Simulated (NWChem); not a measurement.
# the pair ZnH2S···GeF2, step by step, part 2 of 2

NWChem 7.3.0. Earlier steps stand in the parts before.

## (5) ZnH2S among ghost functions: the energy at MP2/STO-3G (with ghost functions) (run 4)

h2szn.nw reads:

```
start h2szn
title "H2SZn"
memory stack 880 mb heap 220 mb global 1100 mb
charge 0

geometry units atomic noautosym nocenter noautoz
S  -0.17536658 -2.74713266  0.59333621
Zn -0.66990791  1.09354671 -0.76896735
H   1.89955270 -2.13488029  1.92727498
H  -1.05427820  3.78848514 -1.75162494
bqF      4.224728    -6.969461    -0.841590
bqGe     3.527760   -10.184131    -0.614917
bqF      4.545491   -11.043900    -3.631033
end

basis "ao basis" spherical bse
S library STO-3G
Zn library STO-3G
H library STO-3G
bqF library F STO-3G
bqGe library Ge STO-3G
end

scf
thresh 1e-08
maxiter 80
print low
end

mp2
freeze core 10
tight
end

task mp2
```

Launch:

```
$ nwchem h2szn.nw > h2szn.out
```

What it wrote:

```text
Northwest Computational Chemistry Package (NWChem) 7.3.0
             --------------------------------------------------------

           Job information
           ---------------

    nwchem branch   = 7.3.0
    use scalapack   = T
    input           = h2szn.nw
    prefix          = h2szn.
    data base       = ./h2szn.db
    status          = startup
    nproc           =        1

           Memory information
           ------------------

    heap     =     28835834 doubles =      220.0 Mbytes
    stack    =    115343359 doubles =      880.0 Mbytes
    global   =    144179200 doubles =     1100.0 Mbytes (distinct from heap & stack)
    total    =    288358393 doubles =     2200.0 Mbytes
    verify   = yes
    hardfail = no

           Directory information
           ---------------------

  0 permanent = .
  0 scratch   = .

                                NWChem Input Module
                                -------------------

                                       H2SZn
                                       -----

                             Geometry "geometry" -> ""
                             -------------------------

 Output coordinates in a.u. (scale by  1.000000000 to convert to a.u.)

  No.       Tag          Charge          X              Y              Z
 ---- ---------------- ---------- -------------- -------------- --------------
    1 S                   16.0000    -0.17536658    -2.74713266     0.59333621
    2 Zn                  30.0000    -0.66990791     1.09354671    -0.76896735
    3 H                    1.0000     1.89955270    -2.13488029     1.92727498
    4 H                    1.0000    -1.05427820     3.78848514    -1.75162494
    5 bqF                  0.0000     4.22472800    -6.96946100    -0.84159000
    6 bqGe                 0.0000     3.52776000   -10.18413100    -0.61491700
    7 bqF                  0.0000     4.54549100   -11.04390000    -3.63103300

      Atomic Mass
      -----------

      S                 31.972070
      Zn                63.929100
      H                  1.007825

 Effective nuclear repulsion energy (a.u.)     142.0954568670

            Nuclear Dipole moment (a.u.)
            ----------------------------
        X                 Y               Z
 ---------------- ---------------- ----------------
   -22.0578280800    -9.4941164100   -13.3999911000

            XYZ format geometry
            -------------------
     7
 geometry
 S                    -0.09280000    -1.45372010     0.31398002
 Zn                   -0.35450002     0.57868004    -0.40692003
 H                     1.00520007    -1.12973008     1.01987007
 H                    -0.55790004     2.00478014    -0.92692007
 bqF                   2.23562994    -3.68808020    -0.44535028
 bqGe                  1.86681033    -5.38921043    -0.32540009
 bqF                   2.40537042    -5.84418062    -1.92146005

 ==============================================================================
                                internuclear distances
 ------------------------------------------------------------------------------
       center one      |      center two      | atomic units |       a.u.
 ------------------------------------------------------------------------------
    2 Zn               |   1 S                |     4.10503  |     4.10503
    3 H                |   1 S                |     2.54156  |     2.54156
    4 H                |   2 Zn               |     2.89414  |     2.89414
    5 bqF              |   1 S                |     6.26481  |     6.26481
    6 bqGe             |   5 bqF              |     3.29716  |     3.29716
    7 bqF              |   5 bqF              |     4.94823  |     4.94823
    7 bqF              |   6 bqGe             |     3.29726  |     3.29726
 ------------------------------------------------------------------------------
                         number of included internuclear distances:          7
 ==============================================================================

 ==============================================================================
                                 internuclear angles
 ------------------------------------------------------------------------------
        center 1       |       center 2       |       center 3       |  degrees
 ------------------------------------------------------------------------------
    2 Zn               |   1 S                |   3 H                |    92.70
    2 Zn               |   1 S                |   5 bqF              |   129.73
    3 H                |   1 S                |   5 bqF              |    73.09
    1 S                |   2 Zn               |   4 H                |   179.13
    1 S                |   5 bqF              |   6 bqGe             |   119.53
    1 S                |   5 bqF              |   7 bqF              |   136.85
    5 bqF              |   6 bqGe             |   7 bqF              |    97.24
    5 bqF              |   6 bqGe             |   7 bqF              |    97.24
    7 bqF              |   6 bqGe             |   5 bqF              |    97.24
 ------------------------------------------------------------------------------
                            number of included internuclear angles:          9
 ==============================================================================

                      Basis "ao basis" -> "" (spherical)
                      -----
  [basis functions not shown]

 Summary of "ao basis" -> "" (spherical)
 ------------------------------------------------------------------------------
       Tag                 Description            Shells   Functions and Types
 ---------------- ------------------------------  ------  ---------------------
 S                           STO-3G                  5        9   3s2p
 Zn                          STO-3G                  8       18   4s3p1d
 H                           STO-3G                  1        1   1s
 bqF                         STO-3G                  3        5   2s1p
 bqGe                        STO-3G                  8       18   4s3p1d

                                 NWChem SCF Module
                                 -----------------

                                       H2SZn

  ao basis        = "ao basis"
  functions       =    57
  atoms           =     7
  closed shells   =    24
  open shells     =     0
  charge          =   0.00
  wavefunction    = RHF
  input vectors   = atomic
  output vectors  = ./h2szn.movecs
  use symmetry    = F
  symmetry adapt  = F

 Forming initial guess at       0.0s

 Starting SCF solution at       0.2s

  ga_iter_lsolve: convergence stagnant ... aborting solve

      Calculation failed to converge
      ------------------------------

       Final RHF  results
       ------------------

         Total SCF energy =  -2151.499998557981
      One-electron energy =  -3280.339277893136
      Two-electron energy =    986.743822468148
 Nuclear repulsion energy =    142.095456867007

        Time for solution =     46.7s

 ------------------------------------------------------------------------
 mp2 energy failed                                                                                  0
 ------------------------------------------------------------------------
 ------------------------------------------------------------------------
  current input line :
    35: task mp2
 ------------------------------------------------------------------------
 ------------------------------------------------------------------------
 This type of error is most commonly associated with calculations not reaching convergence criteria
 ------------------------------------------------------------------------

0:mp2 energy failed:Received an Error in Communication
  Errorcode: -1
```

Wall time 47 s (1 thread of Intel Xeon Platinum 8488C (Sapphire Rapids), shared host); peak memory 0.098 GiB.

No converged result was reached.

## (6) GeF2 among ghost functions: a single-point energy at MP2/STO-3G (with ghost functions) (run 5)

work.nw reads:

```
start work
memory stack 880 mb heap 220 mb global 1100 mb

geometry noautosym nocenter noautoz
   F        2.235630      -3.688080      -0.445350
   Ge       1.866810      -5.389210      -0.325400
   F        2.405370      -5.844180      -1.921460
   bqS     -0.092800    -1.453720     0.313980
   bqZn    -0.354500     0.578680    -0.406920
   bqH      1.005200    -1.129730     1.019870
   bqH     -0.557900     2.004780    -0.926920
end

basis spherical bse
   F library STO-3G
   Ge library STO-3G
   bqS library S STO-3G
   bqZn library Zn STO-3G
   bqH library H STO-3G
end

scf
   thresh 1e-08
   maxiter 80
   print low
end

mp2
   freeze core 11
   tight
end

task mp2
```

Launch:

```
$ nwchem work.nw > work.out
```

What it wrote, shortened:

```text
[...]
  functions       =    57
[...]
  wavefunction    = RHF
[...]
         Total SCF energy =  -2247.819746856746
      One-electron energy =  -3542.164082299032
      Two-electron energy =   1103.281651117278
 Nuclear repulsion energy =    191.062684325007
        Time for solution =      4.2s
[...]
          Total MP2 energy         -2247.895325080620
[...]
```

Run time: 5.7 s. Hardware: 1 thread of Intel Xeon Platinum 8488C (Sapphire Rapids), shared host; peak memory 0.12 GiB.

## (7) Outcome

What follows sums up all 2 parts.

| quantity | value |
| --- | --- |
| GeF2: total energy | -2247.89518 Eh |
| GeF2: correlation energy (11 core orbitals frozen) | -75.6 mEh |
| GeF2 among ghost functions: total energy | -2247.89533 Eh |
| GeF2 among ghost functions: correlation energy (11 core orbitals frozen) | -75.6 mEh |
| run 1, MP2/STO-3G | no result (not converged) |
| ZnH2S | no result (not converged) |
| ZnH2S among ghost functions | no result (not converged) |

What this shows: 3 of the 5 runs did not end normally.
